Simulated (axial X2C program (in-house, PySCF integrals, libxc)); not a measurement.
# TeZr⁻: bond curves with and without spin–orbit coupling, part 2 of 2

Computed with an in-house X2C program for linear molecules on PySCF integrals; all-electron X2C, Te dyall-acv3z, Zr dyall-acv3z. The steps go on from the part before.

## (9) PBE0, 2c

State followed: Ω = 3/2 (excess of +ω over −ω: ω = 3/2). The scan is laid around 2.566 Å, a first estimate of the minimum, and this SCF restarts from the orbitals of the search.

The SCF at the reference distance of 2.566 Å:

```text
two-component X2C + atomic mean field  PBE0
basis functions 310  fitting functions 1459  grid points 5804
iter        total energy     max residual
   1     -10383.722360737     6.55e+00
   2     -10387.346924667     1.97e-02
   3     -10387.299196395     4.23e-02
   4     -10387.364096810     1.19e-02
   5     -10387.371254068     2.49e-03
   6     -10387.371630045     8.63e-04
   7     -10387.371654504     1.96e-04
   8     -10387.371664063     1.14e-04
   9     -10387.371670753     8.77e-05
  10     -10387.371672482     5.44e-05
  11     -10387.371673600     1.53e-05
  12     -10387.371673664     5.87e-06
  13     -10387.371673669     2.96e-06
  14     -10387.371673670     4.61e-07
converged
one-electron -15151.53600755  Coulomb 4633.00215874  exact exchange -71.94453868  xc functional -220.20226427  nuclear repulsion 428.95112966  atomic mean-field constant -5.64215157
```

Along the bond, energies from the lowest point:

```csv
R (Å),E (eV),μ (D),HOMO (eV),LUMO (eV),iterations
2.232,1.4489,-3.24,0.11,1.63,90
2.335,0.6501,-3.04,0.02,1.64,89
2.412,0.2918,-2.82,-0.05,1.65,93
2.489,0.0869,-2.55,-0.12,1.65,91
2.566,0.0000,-2.25,-0.19,1.65,14
2.656,0.2590,0.43,0.11,1.61,24
2.746,0.3114,0.95,-0.01,1.60,21
2.861,0.4660,1.59,-0.16,1.57,21
3.002,0.7373,2.30,-0.32,1.48,21
3.208,1.2047,3.07,-0.48,1.32,21
```

Dipoles are positive if Zr is the positive end and refer to the centre of mass.

Outer spinors at the reference distance:

```
   ω  occupied  ε (eV)              atomic character     λ mixture
 1/2       yes  -31.69                      99% Zr p  84% π, 16% σ
-1/2       yes  -31.02                      98% Zr p  64% σ, 36% π
-3/2       yes  -29.66                      99% Zr p        100% π
 1/2       yes  -29.40                      97% Zr p  84% σ, 16% π
-1/2       yes  -29.28                      98% Zr p  64% π, 36% σ
 3/2       yes  -28.74                      99% Zr p        100% π
 1/2       yes  -11.29  68% Te s, 11% Zr d, 10% Zr p        100% σ
-1/2       yes  -11.14  68% Te s, 11% Zr d, 10% Zr p        100% σ
 1/2       yes   -2.86   70% Te p, 14% Zr d, 9% Zr s  84% σ, 16% π
-1/2       yes   -2.85   69% Te p, 16% Zr d, 7% Zr s  83% σ, 17% π
 1/2       yes   -2.11   62% Te p, 23% Zr d, 5% Zr p  84% π, 16% σ
-1/2       yes   -2.10   65% Te p, 20% Zr d, 5% Zr f  83% π, 17% σ
-3/2       yes   -1.80   60% Te p, 27% Zr d, 6% Zr p        100% π
 3/2       yes   -1.79   64% Te p, 22% Zr d, 6% Zr f        100% π
-1/2       yes   -0.91   46% Zr s, 36% Zr d, 8% Te p        100% σ
 3/2       yes   -0.77                      97% Zr d        100% δ
 1/2       yes   -0.19   53% Zr s, 27% Zr p, 8% Te p        100% σ
 1/2        no    1.65             92% Zr p, 5% Zr s        100% σ
-1/2        no    1.71             96% Zr p, 3% Zr d        100% π
 3/2        no    1.71             96% Zr p, 3% Zr d        100% π
-1/2        no    1.78             91% Zr p, 6% Zr s        100% σ
```

PBE0 fields in the half plane through the axis: z from -2.4 to 4.8 Å across, distance from the axis 0.15 to 2.25 Å upwards; Te lies at z = 0 and Zr at z = 2.566 Å; the ELF is damped to zero where the density is low.

log10 density (e/bohr³). Ten even steps from '0' (-3.86 ) to '9' (1.83 ):
```
0001112222222222222221111
0011222222222222222222211
0112223333333333333222221
1122333444333333333332222
1123344444444334444332222
1223445555544445555433222
1233445676554456666543222
1233456898654456996543322
```

ELF. Ten even steps from ' ' (0.01 ) to '@' (0.91 ):
```
      ..::--========----::::::--++**##%%%%%%@@%%%%
    ..--==++********++++--::::--==****##%%%%@@@@@@
  ..--++**############**++--::::--======++##%%@@@@
..::==**##%%%%%%####%%##**--....----::::::==##@@@@
..==**##%%%%##++++++##%%##--..::==++--..  ..==%%@@
::++##%%%%##==::::::--####::..**%%%%**--    ::##@@
--++##%%%%++--##%%##::==##--++##--::####::  ::**@@
--**##%%##--++**%%**++--**==##--%%%%::@@**....++@@
```

No constants are quoted: the dipole of the solution doesn't run smoothly along the scan, a sign that its character may change, so the fit is set aside.

## (10) HF, 2c

Output at 2.566 Å:

```text
two-component X2C + atomic mean field  HF
basis functions 310  fitting functions 1459  grid points 5804
iter        total energy     max residual
   1     -10383.003025449     2.33e-01
   2     -10383.042550761     9.74e-03
   3     -10383.046754971     7.60e-03
   4     -10383.049861967     2.96e-03
   5     -10383.051144536     2.54e-03
   6     -10383.052190340     1.93e-03
   7     -10383.053112224     1.04e-03
   8     -10383.053451954     5.20e-04
   9     -10383.053566974     4.86e-04
  10     -10383.053611291     4.94e-04
  11     -10383.053663610     4.99e-04
  12     -10383.053736428     5.02e-04
  13     -10383.053801419     5.02e-04
  14     -10383.053929255     4.94e-04
  15     -10383.054413866     4.06e-04
  16     -10383.054464993     3.86e-04
  17     -10383.054801120     3.44e-04
  18     -10383.054733697     3.01e-04
  19     -10383.054843853     4.47e-04
  20     -10383.054880630     1.24e-04
  21     -10383.054888417     1.16e-04
  22     -10383.054888249     1.24e-04
  23     -10383.054901068     8.97e-05
  24     -10383.054901608     8.76e-05
  25     -10383.054903451     1.12e-04
  26     -10383.054904220     1.13e-04
  27     -10383.054904780     6.78e-05
  28     -10383.054905000     5.68e-05
  29     -10383.054905162     5.30e-05
  30     -10383.054905305     5.20e-05
  31     -10383.054905420     3.68e-05
  32     -10383.054905515     3.94e-05
  33     -10383.054905603     3.69e-05
  34     -10383.054905681     3.50e-05
  35     -10383.054905727     1.69e-05
  36     -10383.054905744     7.08e-06
  37     -10383.054905748     4.64e-06
  38     -10383.054905749     3.30e-06
  39     -10383.054905749     1.12e-06
converged
one-electron -15149.21137587  Coulomb 4630.76235616  exact exchange -287.91486413  xc functional 0.00000000  nuclear repulsion 428.95112966  atomic mean-field constant -5.64215157
```

Re = 2.687 Å, ωe = 241.4 cm⁻¹, ωexe = 0.437 cm⁻¹, Be = 0.04393 cm⁻¹, De = 2.19 eV, μ = 0.01 D.

## (11) LDA, 2c

Output at 2.566 Å:

```text
two-component X2C + atomic mean field  LDA
basis functions 310  fitting functions 1459  grid points 5804
iter        total energy     max residual
   1     -10377.302044752     7.51e-01
   2     -10377.309064502     1.77e-02
   3     -10376.683674476     8.69e-02
   4     -10377.315832301     1.38e-02
   5     -10377.317413693     1.20e-02
   6     -10377.321260360     1.08e-02
   7     -10377.326556585     3.42e-03
   8     -10377.327355394     1.26e-03
   9     -10377.327471167     7.32e-04
  10     -10377.327501354     2.47e-04
  11     -10377.327507261     8.77e-05
  12     -10377.327507765     4.51e-05
  13     -10377.327507921     4.56e-06
  14     -10377.327507922     2.44e-06
converged
one-electron -15151.01092548  Coulomb 4632.32856111  exact exchange 0.00000000  xc functional -281.95412164  nuclear repulsion 428.95112966  atomic mean-field constant -5.64215157
```

Re = 2.563 Å, ωe = 267.3 cm⁻¹, ωexe = 0.505 cm⁻¹, Be = 0.04831 cm⁻¹, De = 4.46 eV, μ = -1.94 D.

## (12) MP2 and beyond, 2c

Correlated methods: 11 electrons correlated (frozen shells, counted by type: Te 4 s, 3 p, 2 d; Zr 4 s, 3 p, 1 d), 407 virtual spinors in MP2, 90 natural virtuals in coupled cluster.

Output of the correlated part at 2.566 Å:

```text
correlated 11  virtual 407  natural virtual 90  E(MP2) -0.206497200  MP2 remainder -0.013057078
iter   CCSD correlation   residual
   1     -0.201475004   1.67e-01
   2     -0.209046610   8.88e-02
   3     -0.213293275   5.20e-02
   4     -0.214262449   2.78e-02
   5     -0.214865273   1.54e-02
   6     -0.215112263   9.13e-03
   7     -0.215196722   4.99e-03
   8     -0.215263094   2.81e-03
   9     -0.215246715   1.59e-03
  10     -0.215266721   9.68e-04
  11     -0.215257753   6.11e-04
  12     -0.215263644   4.00e-04
  13     -0.215263412   2.45e-04
  14     -0.215263268   1.52e-04
  15     -0.215263811   9.33e-05
  16     -0.215263618   5.49e-05
  17     -0.215263561   3.62e-05
  18     -0.215263454   2.63e-05
  19     -0.215263089   1.90e-05
  20     -0.215263116   1.35e-05
  21     -0.215262927   9.02e-06
  22     -0.215262912   5.79e-06
(T) -0.015276475  T1 0.0695  D1 0.1500  max T2 0.102
```

MP2: No constants are quoted: the reference is strongly spin-contaminated.

CCSD: Re = 2.646 Å, ωe = 255.0 cm⁻¹, ωexe = 0.45 cm⁻¹, Be = 0.04531 cm⁻¹, De = 3.14 eV. T1 at Re = 0.049 (Lee–Taylor, the printed value over √2).

CCSD(T): Re = 2.645 Å, ωe = 255.6 cm⁻¹, ωexe = 0.444 cm⁻¹, Be = 0.04534 cm⁻¹, De = 3.31 eV. T1 at Re = 0.049 (Lee–Taylor, the printed value over √2).

## (13) A higher determinant, 2c

State: Ω = 5/2 (excess of +ω over −ω: ω = 5/2).

Output at the reference distance:

```text
two-component X2C + atomic mean field  PBE0
basis functions 310  fitting functions 1459  grid points 5804
iter        total energy     max residual
   1     -10383.719558726     6.55e+00
   2     -10387.343841941     1.98e-02
   3     -10387.295210643     4.25e-02
   4     -10387.360882127     1.20e-02
   5     -10387.368244121     2.51e-03
   6     -10387.368615697     8.72e-04
   7     -10387.368640513     1.98e-04
   8     -10387.368650202     1.15e-04
   9     -10387.368657001     8.86e-05
  10     -10387.368658744     5.48e-05
  11     -10387.368659856     1.53e-05
  12     -10387.368659918     5.84e-06
  13     -10387.368659923     2.95e-06
  14     -10387.368659924     4.47e-07
converged
one-electron -15151.47133611  Coulomb 4632.93892804  exact exchange -71.94433181  xc functional -220.20089813  nuclear repulsion 428.95112966  atomic mean-field constant -5.64215157
```

```csv
R (Å),E above the lowest PBE0 point (eV)
2.232,2.032
2.335,0.729
2.412,0.372
2.489,0.168
2.566,0.082
2.656,0.093
2.746,0.191
2.861,0.632
3.002,0.903
```

No constants are quoted: the dipole of the solution doesn't run smoothly along the scan, a sign that its character may change, so the fit is set aside.

## (14) The 2c curves together

Energy (eV) of the followed determinant, 2c, from each level's lowest point:

```csv
R (Å),PBE0 (dipole not smooth),HF,MP2 (spin-contaminated),CCSD,CCSD(T),LDA
2.232,1.449,2.104,1.742,n/a,n/a,1.191
2.335,0.650,1.096,0.837,0.907,0.903,0.489
2.412,0.292,0.602,0.415,0.465,0.462,0.193
2.489,0.087,0.280,0.157,0.190,0.188,0.042
2.566,0.000,0.091,0.028,0.045,0.044,0.000
2.656,0.259,0.000,0.000,0.000,0.000,0.054
2.746,0.311,0.012,0.071,0.055,0.056,0.186
2.861,0.466,0.134,0.262,0.227,0.230,0.430
3.002,0.737,0.384,0.592,n/a,n/a,0.790
3.208,1.205,0.826,1.192,n/a,n/a,1.350
```

The whole job took 8.7 min on 1 thread of Arm Neoverse V1, shared host; peak memory 0.93 GiB.

## (15) Results

This closing draws on all 2 parts.

Lowest determinant that the search found at its distance, spin-free: M_S = 1/2, Λ = 2 (beyond closed shells: δ+α).

Lowest determinant that the search found at its distance, 2c: Ω = 3/2 (excess of +ω over −ω: ω = 3/2).

| Hamiltonian | level | Re (Å) | ωe (cm⁻¹) | De (eV) | μ (D) |
| --- | --- | --- | --- | --- | --- |
| spin-free | PBE0 | 2.600 | 261.6 | 3.61 | -2.06 |
| spin-free | HF | 2.686 | 242.5 | 2.27 | -0.67 |
| spin-free | CCSD | 2.643 | 259.1 | 3.30 | n/a |
| spin-free | CCSD(T) | 2.642 | 259.4 | 3.48 | n/a |
| spin-free | LDA | 2.562 | 269.4 | 4.61 | -1.90 |
| 2c | HF | 2.687 | 241.4 | 2.19 | 0.01 |
| 2c | CCSD | 2.646 | 255.0 | 3.14 | n/a |
| 2c | CCSD(T) | 2.645 | 255.6 | 3.31 | n/a |
| 2c | LDA | 2.563 | 267.3 | 4.46 | -1.94 |

Dipoles are positive if Zr is the positive end and refer to the centre of mass. No constants: spin-free MP2 (the reference is strongly spin-contaminated); 2c PBE0 (the dipole of the solution doesn't run smoothly along the scan, a sign that its character may change, so the fit is set aside); 2c MP2 (the reference is strongly spin-contaminated). Spin-free ⟨S²⟩ is off its pure value at PBE0 1.13, HF 1.63.

Time per point (s) on 1 thread of Arm Neoverse V1, shared host (2c runs; CCSD comes with the CCSD(T) run); the times are rough: HF 5.2, CCSD(T) 13, LDA 0.76.

In words: At CCSD(T), going from spin-free to two-component changes Re by +3 mÅ, ωe by -1.5 %; the spin-free picture holds up (part of it comes from the scalar share of the two-electron terms). It costs about 1.8 times the time. De moves by -0.17 eV; both De rest on single-determinant atoms, which can miss part of an open shell's spin–orbit lowering. The highest occupied level is positive near Re at LDA spin-free, LDA 2c: there the basis may hold the extra electron.

De refers to Te- + Zr, each in the lowest determinant found, which need not be this curve's own limit. Each curve is one determinant whose occupation by symmetry is held fixed; it was picked as the lowest of a PBE0 search that is not exhaustive. De is counted from the lowest determinant-based energies of the atoms at the same level, without counterpoise correction. Density functionals use the spin component along the axis (collinear). Coupled cluster ran in a truncated set of natural virtual spinors; the MP2 energy of the rest was added. The spin-free determinant is spin-contaminated at some levels. With the outer-core shells frozen, correlated bond lengths of heavy atoms tend to come out a few hundredths of an ångström too long. T1 at Re is 0.057 (Lee–Taylor), above the customary mark of 0.02.
